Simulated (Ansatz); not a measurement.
# MgScAlO4: further runs on the relaxed cell

The task here is to estimate one member of a computed series from the others.

Program: Ansatz 0.2.0. Level of theory: DFT PBEsol, scalar-relativistic, plane waves, PAW. These are calculated values, not measurements.

1 further run of the same task is left out (set aside as unsound or not needed).

### The structure to begin with

Symmetry: R3m, No. 160, trigonal system. Conventional cell: a = 3.240 Å, b = 3.240 Å, c = 24.827 Å, α = 90.00°, β = 90.00°, γ = 120.00°. Mg (site symmetry 3m) has 4 O at 1.95 to 1.98 Å as nearest neighbours. Sc (site symmetry 3m) is surrounded by 6 O at 2.13 Å. Al (site symmetry 3m) has 5 O at 1.85 to 1.87 Å as nearest neighbours. O (site symmetry 3m) is surrounded by 3 Al at 1.87 Å. O (site symmetry 3m) has 1 Al at 1.87 Å and 3 Mg at 1.95 Å as nearest neighbours. Around O (site symmetry 3m) lie 1 Mg at 1.98 Å and 3 Sc at 2.13 Å. O (site symmetry 3m) has 1 Al at 1.85 Å and 3 Sc at 2.13 Å as nearest neighbours.

As a file:

```xyz
7
Lattice="1.6198 0.9352 8.2757 -1.6198 0.9352 8.2757 0.0000 -1.8704 8.2757" Properties=species:S:1:pos:R:3 pbc="T T T"
Mg    0.0000    0.0000   19.4300
Sc    0.0000    0.0000   24.7112
Al    0.0000    0.0000    5.2974
O     0.0000    0.0000   21.8333
O     0.0000    0.0000    3.4287
O     0.0000    0.0000   17.4499
O     0.0000    0.0000    7.1501
```

It goes back to an entry of the Materials Project, which need not be the stable form.

This cell was relaxed beforehand with the same method: volume 10.75 Å³/atom, gap on the mesh 4.26 eV.

Set-up of the first run:

Contents of input.yaml:

```yaml
crystal:
  lattice:
    - [1.6034146638, 0.9257318878, 8.1920862232]
    - [-1.6034146638, 0.9257318878, 8.1920862232]
    - [0.0, -1.8514637756, 8.1920862232]
  atoms:
    - { symbol: Mg, position: [0.7826148532, 0.7826148532, 0.7826148532] }
    - { symbol: Sc, position: [0.9953321972, 0.9953321972, 0.9953321972] }
    - { symbol: Al, position: [0.2133731209, 0.2133731209, 0.2133731209] }
    - { symbol: O, position: [0.8794162699, 0.8794162699, 0.8794162699] }
    - { symbol: O, position: [0.1381046688, 0.1381046688, 0.1381046688] }
    - { symbol: O, position: [0.7028582324, 0.7028582324, 0.7028582324] }
    - { symbol: O, position: [0.2879973176, 0.2879973176, 0.2879973176] }
basis:
  ecutwfc: 420
kpoints:
  mp_grid: { grid: [12, 12, 12] }
hamiltonian:
  xc: pbesol
scf:
  occupations: { method: gaussian, width: 0.02 }
output:
  forces: true
  stress: true
  eigenvalues: true
relax:
  adjacent_minimum: "off"
  f_tol: 0.01
  max_steps: 30
  cell: { stress_tol: 0.1, fix: [volume] }
```

Command:

```bash
$ ansatz run input.yaml --threads 2 --pin off --max-ram 5120MiB --backend cpu --events-out ev --progress --plain --runs-dir out
```

Steps of the session up to this table: The cell scaled to 0.97 of its volume; The cell scaled to 1.03 of its volume; Volume × 0.94; Point at V/V0 = 1.06.

One table of the session follows, with a row left open; its other results are not shown here.

It belongs to the step «Fit of the equation of state». 

```
volume (Å³/atom)  energy above the lowest point (meV/atom)  pressure (GPa)  gap on the mesh (eV)
          10.100                                      23.2           12.13                  4.67
          10.423                                         ?               ?                     ?
          10.745                                       0.0           -0.01                  4.26
          11.067                                       5.0           -4.82                  4.07
          11.390                                      18.9           -8.94                  3.88
```

**Question.** Estimate the row for volume (Å³/atom) = 10.423.

Worked estimate for «energy above the lowest point (meV/atom)». A straight line through the neighbours (10.100, 23.2) and (10.745, 0.0) gives 23.2 + (0.0 − 23.2) × (10.423 − 10.100) / (10.745 − 10.100) = 11.6; a parabola fitted to 3 rows on both sides gives 6.0.

**Answer.** energy above the lowest point (meV/atom): 5.5; pressure (GPa): 5.60; gap on the mesh (eV): 4.47. In «energy above the lowest point (meV/atom)» the line misses by +6.1 and the parabola by +0.5.
